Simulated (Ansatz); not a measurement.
# CH3ClOSi: one molecule under many settings

Aim: run CH3ClOSi under a spread of inputs, and see what each costs and gives.

Program: Ansatz 0.2.0, Gaussian basis. Level of theory: the settings change from run to run. These are calculated values, not measurements.

### 1 The relaxed structure

An earlier PBE0-D4 in a triple-zeta def2 set relaxation fixed the geometry.

SMILES `Cl[SiH]1CO1`, 7 atoms, charge 0, spin multiplicity 1.

Atoms are counted from 1 here; the program's logs count them from 0.

Bond lengths: Cl1–Si2 2.030 Å, Si2–C3 1.794 Å, Si2–O4 1.643 Å, Si2–H5 1.471 Å, C3–O4 1.493 Å, C3–H6 1.088 Å, C3–H7 1.088 Å. Angles: Cl1–Si2–C3 122.0°, Cl1–Si2–O4 118.0°, Cl1–Si2–H5 109.1°, C3–Si2–O4 51.3°, C3–Si2–H5 125.9°, O4–Si2–H5 118.2°, Si2–C3–O4 59.1°, Si2–C3–H6 121.0°, Si2–C3–H7 123.1°, O4–C3–H6 112.3°, O4–C3–H7 112.6°, H6–C3–H7 113.8°, Si2–O4–C3 69.6°.

Geometry (Å):

```xyz
7
CH3ClOSi
Cl    1.18659   -1.89200   -1.17603
Si   -0.01571   -0.81691    0.05588
C    -0.18024    0.96376   -0.09114
O     0.67378    0.35835    0.97384
H    -0.98235   -1.72168    0.69703
H     0.40253    1.52249   -0.81999
H    -1.02331    1.51810    0.31471
```

### 2 B3LYP/6-31++G**

Set apart from the defaults: charge -1, multiplicity 2, D3(BJ) dispersion, relativity set to scalar.

The input, in.yaml:

```yaml
crystal:
  periodic: [false, false, false]
  atoms:
    - {symbol: Cl, position_ang: [1.186586, -1.892004, -1.176026]}
    - {symbol: Si, position_ang: [-0.015707, -0.816909, 0.055875]}
    - {symbol: C, position_ang: [-0.180237, 0.963762, -0.091142]}
    - {symbol: O, position_ang: [0.673780, 0.358347, 0.973838]}
    - {symbol: H, position_ang: [-0.982345, -1.721683, 0.697031]}
    - {symbol: H, position_ang: [0.402534, 1.522490, -0.819986]}
    - {symbol: H, position_ang: [-1.023312, 1.518097, 0.314712]}
basis:
  gaussian: {orbitals: "6-31++G**"}
total_charge: -1
magnetization: {spin_polarized: true, initial_magnetization: 1}
hamiltonian: {xc: {name: B3LYP}, dispersion: d3bj, pseudopotentials: {relativity: scalar}}
```

Command:

```bash
$ ansatz run in.yaml --threads 2 --pin off --events-out ev --progress --plain --max-ram 4352MiB
```

Standard output:

```text
Functional definition: B3LYP
  name "B3LYP"
  cite "Stephens, Devlin, Chabalowski & Frisch, J. Phys. Chem. 98, 11623 (1994) doi:10.1021/j100096a001"
  cite "Becke, Phys. Rev. A 38, 3098 (1988) doi:10.1103/PhysRevA.38.3098"
  cite "Lee, Yang & Parr, Phys. Rev. B 37, 785 (1988) doi:10.1103/PhysRevB.37.785"
  cite "Vosko, Wilk & Nusair, Can. J. Phys. 58, 1200 (1980) doi:10.1139/p80-159"
  parameter a0 = 0.2
  parameter ax = 0.72
  parameter ac = 0.81
  exchange = (1 - a0 - ax)*slater_x + ax*b88_x + a0*exact_x
  correlation = (1 - ac)*vwn_rpa_c + ac*lyp_c
891 factors; integrals over basis functions are off by at most 9.7e-4 eV
mean field evaluation 1: about -23579.8522 eV, gradient 2.6e1 eV
mean field evaluation 2: about -23571.9339 eV, gradient 4.4e1 eV
mean field evaluation 4: about -23583.4564 eV, gradient 4.9e0 eV
mean field evaluation 8: about -23583.7330 eV, gradient 1.6e-1 eV
mean field evaluation 16: about -23583.7344 eV, gradient 8.6e-3 eV
mean field evaluation 32: about -23583.7344 eV, gradient 5.1e-5 eV
mean field evaluation 64: about -23583.4500 eV, gradient 1.0e0 eV
mean field -23583.73439601 eV, -866.6862534242 hartree, gradient 1.2e-5 eV, S^2 0.750553; 10 other end points of the search recorded, 0 dependent functions left out
reference -23583.73463553 eV, -866.6862622263 hartree; 25, 24 occupied and 77, 78 virtual orbitals, 891 factors
Total energy: -23584.00037255 eV, -866.6960278817 hartree
Relativity: scalar
```

It took 15 s on 2 threads of Arm Neoverse V1, shared host; peak memory 0.36 GiB.

⟨S²⟩ 0.751.

### 3 PBE0-DH/STO-3G

Options: multiplicity 3, atoms shaken by 0.08 Å, a point charge of 0.50 e beside it.

The input, in.yaml:

```yaml
crystal:
  periodic: [false, false, false]
  atoms:
    - {symbol: Cl, position_ang: [1.217162, -1.868531, -1.052999]}
    - {symbol: Si, position_ang: [0.029016, -0.755337, 0.016298]}
    - {symbol: C, position_ang: [-0.169191, 1.030928, -0.058341]}
    - {symbol: O, position_ang: [0.789600, 0.359564, 1.077793]}
    - {symbol: H, position_ang: [-0.970354, -1.672472, 0.698461]}
    - {symbol: H, position_ang: [0.468938, 1.472871, -0.850761]}
    - {symbol: H, position_ang: [-0.960878, 1.493780, 0.319576]}
basis:
  gaussian: {orbitals: STO-3G, point_charges: [{charge: 0.50, position_ang: [5.311, 0.288, 0.358]}]}
magnetization: {spin_polarized: true, initial_magnetization: 2}
hamiltonian: {xc: {name: PBE0-DH}}
output: {forces: true}
```

Launched as before.

Standard output, cut to the lines that bear on the results:

```text
Functional definition: PBE0-DH
  name "PBE0-DH"
  cite "Brémond & Adamo, J. Chem. Phys. 135, 024106 (2011) doi:10.1063/1.3604569"
  cite "Perdew, Burke & Ernzerhof, Phys. Rev. Lett. 77, 3865 (1996) doi:10.1103/PhysRevLett.77.3865"
[...]
377 factors; integrals over basis functions are off by at most 2.8e-5 eV
[...]
mean field -23245.46817034 eV, -854.2551989159 hartree, gradient 7.3e-6 eV, S^2 2.021959; 10 other end points of the search recorded, 0 dependent functions left out
12 core orbitals not correlated: weight in the atoms' cores, before any rotation towards them, 0.999 or more for the frozen orbitals, at most 0.000 for the correlated occupied ones
reference -23245.46817937 eV, -854.2551992475 hartree; 13, 11 occupied and 6, 8 virtual orbitals, 377 factors
second order -3.88328699 eV of doubles, -0.00000000 eV of singles
[...]
Total energy: -23245.95359024 eV, -854.2730377681 hartree
Atom 0 at     1.217162    -1.868531    -1.052999 Å, force     2.812640    -2.329270    -2.415789 eV/Å
Atom 1 at     0.029016    -0.755337     0.016298 Å, force    -5.585455    -0.130067     1.754246 eV/Å
Atom 2 at    -0.169191     1.030928    -0.058341 Å, force    -0.835450     1.536492   -10.338541 eV/Å
Atom 3 at     0.789600     0.359564     1.077793 Å, force     7.475405    -2.942349     9.118846 eV/Å
Atom 4 at    -0.970354    -1.672472     0.698461 Å, force     1.176554     1.013845    -0.564988 eV/Å
Atom 5 at     0.468938     1.472871    -0.850761 Å, force    -1.055659     0.346824     0.917304 eV/Å
Atom 6 at    -0.960878     1.493780     0.319576 Å, force    -3.991205     2.511523     1.540200 eV/Å
Dipole moment:    -0.288030    -0.033116     0.228114 e Å
```

Wall time 5.5 s (2 threads of Arm Neoverse V1, shared host).

Largest force 12.153 eV/Å, dipole 1.77 D, ⟨S²⟩ 2.022.

### 4 revPBE/pcseg-2

This run has atoms shaken by 0.15 Å.

The input, in.yaml:

```yaml
crystal:
  periodic: [false, false, false]
  atoms:
    - {symbol: Cl, position_ang: [0.970423, -1.704787, -1.478261]}
    - {symbol: Si, position_ang: [-0.049056, -0.753476, 0.158046]}
    - {symbol: C, position_ang: [-0.308437, 0.990513, -0.170803]}
    - {symbol: O, position_ang: [0.509555, 0.279559, 1.288812]}
    - {symbol: H, position_ang: [-0.975822, -1.753027, 1.054645]}
    - {symbol: H, position_ang: [0.631664, 1.487461, -0.949030]}
    - {symbol: H, position_ang: [-1.202918, 1.274244, 0.185305]}
basis:
  gaussian: {orbitals: pcseg-2}
hamiltonian: {xc: {name: revPBE}}
```

Launched as before.

Standard output:

```text
Functional definition: revPBE
  name "revPBE"
  cite "Zhang & Yang, Phys. Rev. Lett. 80, 890 (1998) doi:10.1103/PhysRevLett.80.890"
  cite "Perdew, Burke & Ernzerhof, Phys. Rev. Lett. 77, 3865 (1996) doi:10.1103/PhysRevLett.77.3865"
  parameter kappa = 1.245
  parameter beta = 0.06672455060314922
  exchange = pbe_x(kappa = kappa, mu = beta*pi^2/3)
  correlation = pbe_c(beta = beta)
998 factors; their error is unknown
mean field evaluation 1: about -23521.6546 eV, gradient 6.1e1 eV
mean field evaluation 2: about -23451.0307 eV, gradient 1.7e2 eV
mean field evaluation 4: about -23527.6319 eV, gradient 3.1e1 eV
mean field evaluation 8: about -23529.6822 eV, gradient 2.5e-1 eV
mean field evaluation 16: about -23529.6369 eV, gradient 2.5e-4 eV
mean field -23529.63688748 eV, -864.6982066540 hartree, gradient 3.5e-5 eV, S^2 0.000000; 0 other end points of the search recorded, 0 dependent functions left out
reference -23529.63694188 eV, -864.6982086533 hartree; 24, 24 occupied and 146, 146 virtual orbitals, 998 factors
Total energy: -23529.63694188 eV, -864.6982086533 hartree
```

It took 2 s on 2 threads of Arm Neoverse V1, shared host.

### 5 B2PLYP/x2c-TZVPPall

Set apart from the defaults: atoms shaken by 0.15 Å.

The input, in.yaml:

```yaml
crystal:
  periodic: [false, false, false]
  atoms:
    - {symbol: Cl, position_ang: [1.113049, -1.723634, -1.373645]}
    - {symbol: Si, position_ang: [-0.005764, -0.722185, -0.286575]}
    - {symbol: C, position_ang: [0.040335, 0.916426, -0.112552]}
    - {symbol: O, position_ang: [0.531044, 0.308719, 0.994796]}
    - {symbol: H, position_ang: [-1.106181, -1.729407, 0.874638]}
    - {symbol: H, position_ang: [0.661712, 1.594081, -0.940949]}
    - {symbol: H, position_ang: [-0.992807, 1.545147, 0.196350]}
basis:
  gaussian: {orbitals: x2c-TZVPPall}
hamiltonian: {xc: {name: B2PLYP}}
output: {forces: true}
```

Launched as before.

Standard output, cut to the lines that bear on the results:

```text
Functional definition: B2PLYP
  name "B2PLYP"
  cite "Grimme, J. Chem. Phys. 124, 034108 (2006) doi:10.1063/1.2148954"
  cite "Becke, Phys. Rev. A 38, 3098 (1988) doi:10.1103/PhysRevA.38.3098"
  cite "Lee, Yang & Parr, Phys. Rev. B 37, 785 (1988) doi:10.1103/PhysRevB.37.785"
[...]
1130 factors; integrals over basis functions are off by at most 9.4e-4 eV
[...]
mean field -23574.32590408 eV, -866.3404977227 hartree, gradient 8.8e-6 eV, S^2 0.000000; 0 other end points of the search recorded, 0 dependent functions left out
12 core orbitals not correlated: weight in the atoms' cores, before any rotation towards them, 1.000 or more for the frozen orbitals, at most 0.000 for the correlated occupied ones
reference -23574.32606296 eV, -866.3405035618 hartree; 12, 12 occupied and 164, 164 virtual orbitals, 1130 factors
second order -23.89484792 eV of doubles, -0.00000000 eV of singles
[...]
Total energy: -23580.77767190 eV, -866.5775958173 hartree
Relativity: scalar
Atom 0 at     1.113049    -1.723634    -1.373645 Å, force     3.045433    -2.726497    -2.901295 eV/Å
Atom 1 at    -0.005764    -0.722185    -0.286575 Å, force    -4.851086    -3.945688     6.280476 eV/Å
Atom 2 at     0.040335     0.916426    -0.112552 Å, force    -3.741526     9.513068    -2.538336 eV/Å
Atom 3 at     0.531044     0.308719     0.994796 Å, force     2.248216    -1.540447     0.540125 eV/Å
Atom 4 at    -1.106181    -1.729407     0.874638 Å, force     1.653567     1.520197    -2.591079 eV/Å
Atom 5 at     0.661712     1.594081    -0.940949 Å, force    -0.965802    -1.521637     2.507363 eV/Å
Atom 6 at    -0.992807     1.545147     0.196350 Å, force     2.611198    -1.298996    -1.297254 eV/Å
Dipole moment:    -0.055875    -0.114794    -0.494251 e Å
```

It took 14 s on 2 threads of Arm Neoverse V1, shared host; peak memory 0.59 GiB.

Largest force 10.533 eV/Å, dipole 2.45 D.

### 6 revPBE/def2-SVP

Options: charge -1, multiplicity 2, restricted open-shell orbitals.

The input, in.yaml:

```yaml
crystal:
  periodic: [false, false, false]
  atoms:
    - {symbol: Cl, position_ang: [1.186586, -1.892004, -1.176026]}
    - {symbol: Si, position_ang: [-0.015707, -0.816909, 0.055875]}
    - {symbol: C, position_ang: [-0.180237, 0.963762, -0.091142]}
    - {symbol: O, position_ang: [0.673780, 0.358347, 0.973838]}
    - {symbol: H, position_ang: [-0.982345, -1.721683, 0.697031]}
    - {symbol: H, position_ang: [0.402534, 1.522490, -0.819986]}
    - {symbol: H, position_ang: [-1.023312, 1.518097, 0.314712]}
basis:
  gaussian: {orbitals: def2-SVP}
total_charge: -1
magnetization: {spin_polarized: false, initial_magnetization: 1}
hamiltonian: {xc: {name: revPBE}}
```

Launched as before.

Standard output:

```text
Functional definition: revPBE
  name "revPBE"
  cite "Zhang & Yang, Phys. Rev. Lett. 80, 890 (1998) doi:10.1103/PhysRevLett.80.890"
  cite "Perdew, Burke & Ernzerhof, Phys. Rev. Lett. 77, 3865 (1996) doi:10.1103/PhysRevLett.77.3865"
  parameter kappa = 1.245
  parameter beta = 0.06672455060314922
  exchange = pbe_x(kappa = kappa, mu = beta*pi^2/3)
  correlation = pbe_c(beta = beta)
866 factors; their error is unknown
mean field evaluation 1: about -23514.6119 eV, gradient 3.2e1 eV
mean field evaluation 2: about -23506.3750 eV, gradient 5.9e1 eV
mean field evaluation 4: about -23517.5898 eV, gradient 1.0e1 eV
mean field evaluation 8: about -23517.9103 eV, gradient 1.3e-1 eV
mean field evaluation 16: about -23517.8520 eV, gradient 2.2e-3 eV
mean field evaluation 32: about -23517.3562 eV, gradient 1.8e0 eV
mean field -23517.85199654 eV, -864.2651199003 hartree, gradient 3.5e-5 eV, S^2 0.750000; 6 other end points of the search recorded, 0 dependent functions left out
reference -23517.85203654 eV, -864.2651213702 hartree; 25, 24 occupied and 54, 55 virtual orbitals, 866 factors
Total energy: -23517.85203654 eV, -864.2651213702 hartree
```

Wall time 3.4 s (2 threads of Arm Neoverse V1, shared host).

### 7 revPBE0/x2c-TZVPPall

Options: charge +1, multiplicity 2, atoms shaken by 0.15 Å, D3(BJ) dispersion.

The input, in.yaml:

```yaml
crystal:
  periodic: [false, false, false]
  atoms:
    - {symbol: Cl, position_ang: [1.267478, -1.982584, -1.053919]}
    - {symbol: Si, position_ang: [-0.138601, -0.746849, 0.177833]}
    - {symbol: C, position_ang: [-0.218678, 0.684833, -0.089205]}
    - {symbol: O, position_ang: [0.582150, 0.332661, 0.890505]}
    - {symbol: H, position_ang: [-1.135861, -1.461202, 0.793820]}
    - {symbol: H, position_ang: [0.346084, 1.770191, -0.817976]}
    - {symbol: H, position_ang: [-1.071480, 1.809814, 0.155173]}
basis:
  gaussian: {orbitals: x2c-TZVPPall}
total_charge: 1
magnetization: {spin_polarized: true, initial_magnetization: 1}
hamiltonian: {xc: {name: revPBE0}, dispersion: d3bj}
```

The command is unchanged.

Standard output, cut to the lines that bear on the results:

```text
Functional definition: revPBE0
  name "revPBE0"
  cite "Zhang & Yang, Phys. Rev. Lett. 80, 890 (1998) doi:10.1103/PhysRevLett.80.890"
  cite "Adamo & Barone, J. Chem. Phys. 110, 6158 (1999) doi:10.1063/1.478522"
  cite "Perdew, Burke & Ernzerhof, Phys. Rev. Lett. 77, 3865 (1996) doi:10.1103/PhysRevLett.77.3865"
[...]
1114 factors; their error is unknown
[...]
mean field -23572.01339179 eV, -866.2555144637 hartree, gradient 3.3e-5 eV, S^2 0.760888; 2 other end points of the search recorded, 0 dependent functions left out
reference -23572.01342403 eV, -866.2555156487 hartree; 24, 23 occupied and 164, 165 virtual orbitals, 1114 factors
Total energy: -23572.36705574 eV, -866.2685113743 hartree
Relativity: scalar
```

Wall time 8.5 s (2 threads of Arm Neoverse V1, shared host); peak memory 0.52 GiB.

⟨S²⟩ 0.761.

### 8 r2SCANh/6-31G*

Options: charge -1, multiplicity 2.

The input, in.yaml:

```yaml
crystal:
  periodic: [false, false, false]
  atoms:
    - {symbol: Cl, position_ang: [1.186586, -1.892004, -1.176026]}
    - {symbol: Si, position_ang: [-0.015707, -0.816909, 0.055875]}
    - {symbol: C, position_ang: [-0.180237, 0.963762, -0.091142]}
    - {symbol: O, position_ang: [0.673780, 0.358347, 0.973838]}
    - {symbol: H, position_ang: [-0.982345, -1.721683, 0.697031]}
    - {symbol: H, position_ang: [0.402534, 1.522490, -0.819986]}
    - {symbol: H, position_ang: [-1.023312, 1.518097, 0.314712]}
basis:
  gaussian: {orbitals: "6-31G*"}
total_charge: -1
magnetization: {spin_polarized: true, initial_magnetization: 1}
hamiltonian: {xc: {name: r2SCANh}}
```

The command is unchanged.

Standard output, cut to the lines that bear on the results:

```text
Functional definition: r2SCANh
  name "r2SCANh"
  cite "Bursch, Neugebauer, Ehlert & Grimme, J. Chem. Phys. 156, 134105 (2022) doi:10.1063/5.0086040"
  cite "Furness, Kaplan, Ning, Perdew & Sun, J. Phys. Chem. Lett. 11, 8208 (2020) doi:10.1021/acs.jpclett.0c02405"
  cite "Furness, Kaplan, Ning, Perdew & Sun, J. Phys. Chem. Lett. 11, 9248 (2020) doi:10.1021/acs.jpclett.0c03077"
  parent r2scan
[...]
696 factors; integrals over basis functions are off by at most 1.0e-3 eV
[...]
mean field -23527.60396117 eV, -864.6234979902 hartree, gradient 2.0e-5 eV, S^2 0.755303; 3 other end points of the search recorded, 0 dependent functions left out
reference -23527.60397149 eV, -864.6234983696 hartree; 25, 24 occupied and 49, 50 virtual orbitals, 696 factors
Total energy: -23527.60397149 eV, -864.6234983696 hartree
```

Wall time 7 s (2 threads of Arm Neoverse V1, shared host).

⟨S²⟩ 0.755.

### 9 revPBE/def2-mTZVPP

Options: multiplicity 3, finite nuclei.

in.yaml, as its differences from that of step 8:

```diff
@@ -11,5 +11,4 @@
 basis:
-  gaussian: {orbitals: "6-31G*"}
-total_charge: -1
-magnetization: {spin_polarized: true, initial_magnetization: 1}
-hamiltonian: {xc: {name: r2SCANh}}
+  gaussian: {orbitals: def2-mTZVPP, nuclear_model: gaussian}
+magnetization: {spin_polarized: true, initial_magnetization: 2}
+hamiltonian: {xc: {name: revPBE}}
```

The command is unchanged.

Standard output:

```text
Functional definition: revPBE
  name "revPBE"
  cite "Zhang & Yang, Phys. Rev. Lett. 80, 890 (1998) doi:10.1103/PhysRevLett.80.890"
  cite "Perdew, Burke & Ernzerhof, Phys. Rev. Lett. 77, 3865 (1996) doi:10.1103/PhysRevLett.77.3865"
  parameter kappa = 1.245
  parameter beta = 0.06672455060314922
  exchange = pbe_x(kappa = kappa, mu = beta*pi^2/3)
  correlation = pbe_c(beta = beta)
1015 factors; their error is unknown
mean field evaluation 1: about -23499.5293 eV, gradient 6.7e1 eV
mean field evaluation 2: about -23116.0295 eV, gradient 2.1e2 eV
mean field evaluation 4: about -23503.6831 eV, gradient 6.8e1 eV
mean field evaluation 8: about -23525.2510 eV, gradient 7.7e-1 eV
mean field evaluation 16: about -23525.2344 eV, gradient 4.7e-3 eV
mean field evaluation 32: about -23521.9290 eV, gradient 1.2e1 eV
mean field -23525.23439572 eV, -864.5364180662 hartree, gradient 3.3e-5 eV, S^2 2.005052; 6 other end points of the search recorded, 0 dependent functions left out
reference -23525.23444763 eV, -864.5364199737 hartree; 25, 23 occupied and 87, 89 virtual orbitals, 1015 factors
Total energy: -23525.23444763 eV, -864.5364199737 hartree
```

Run time: 5.5 s. Hardware: 2 threads of Arm Neoverse V1, shared host.

⟨S²⟩ 2.005.

### 10 LC-wPBE/def2-TZVP

Options: high accuracy, the search for lower states set to light.

in.yaml, as its differences from that of step 9:

```diff
@@ -11,4 +11,5 @@
 basis:
-  gaussian: {orbitals: def2-mTZVPP, nuclear_model: gaussian}
-magnetization: {spin_polarized: true, initial_magnetization: 2}
-hamiltonian: {xc: {name: revPBE}}
+  gaussian: {orbitals: def2-TZVP}
+hamiltonian: {xc: {name: LC-wPBE}}
+accuracy: high
+scf: {lower_state_search: light}
```

The command is unchanged.

Standard output, cut to the lines that bear on the results:

```text
Functional definition: LC-wPBE
  name "LC-wPBE"
  cite "Vydrov & Scuseria, J. Chem. Phys. 125, 234109 (2006) doi:10.1063/1.2409292"
  cite "Heyd & Scuseria, J. Chem. Phys. 120, 7274 (2004) doi:10.1063/1.1668634"
  cite "Ernzerhof & Perdew, J. Chem. Phys. 109, 3313 (1998) doi:10.1063/1.476928"
  cite "Perdew, Burke & Ernzerhof, Phys. Rev. Lett. 77, 3865 (1996) doi:10.1103/PhysRevLett.77.3865"
  parent pbe
[...]
2688 factors; integrals over basis functions are off by at most 3.4e-9 eV
574 factors; integrals over basis functions are off by at most 2.0e-9 eV
[...]
mean field -23528.11826824 eV, -864.6423984265 hartree, gradient 4.1e-8 eV, S^2 0.000000; 0 other end points of the search recorded, 0 dependent functions left out
reference -23528.11826824 eV, -864.6423984265 hartree; 24, 24 occupied and 130, 130 virtual orbitals, 2688 factors
Total energy: -23528.11826824 eV, -864.6423984265 hartree
```

Run time: 9 s. Hardware: 2 threads of Arm Neoverse V1, shared host; peak memory 0.61 GiB.

### 11 The runs in one table

```
               level  charge  multiplicity              geometry  functions  energy (eV)   time
     B3LYP/6-31++G**      -1             2               relaxed        102   -23584.000   15 s
      PBE0-DH/STO-3G       0             3  shaken, point charge         31   -23245.954  5.5 s
      revPBE/pcseg-2       0             1                shaken        170   -23529.637    2 s
 B2PLYP/x2c-TZVPPall       0             1                shaken        188   -23580.778   14 s
     revPBE/def2-SVP      -1             2               relaxed         79   -23517.852  3.4 s
revPBE0/x2c-TZVPPall       1             2                shaken        188   -23572.367  8.5 s
      r2SCANh/6-31G*      -1             2               relaxed         74   -23527.604    7 s
  revPBE/def2-mTZVPP       0             3               relaxed        112   -23525.234  5.5 s
   LC-wPBE/def2-TZVP       0             1               relaxed        154   -23528.118    9 s
```

### 12 What came out

```
quantity                  value
    runs                      9
quickest    revPBE/pcseg-2, 2 s
 slowest  B3LYP/6-31++G**, 15 s
```

In words: The runs differ in state or geometry as well as level, so their energies can't be set against each other. B3LYP/6-31++G** took 7 times as long as revPBE/pcseg-2. The jobs differ in tasks and options as well as level.
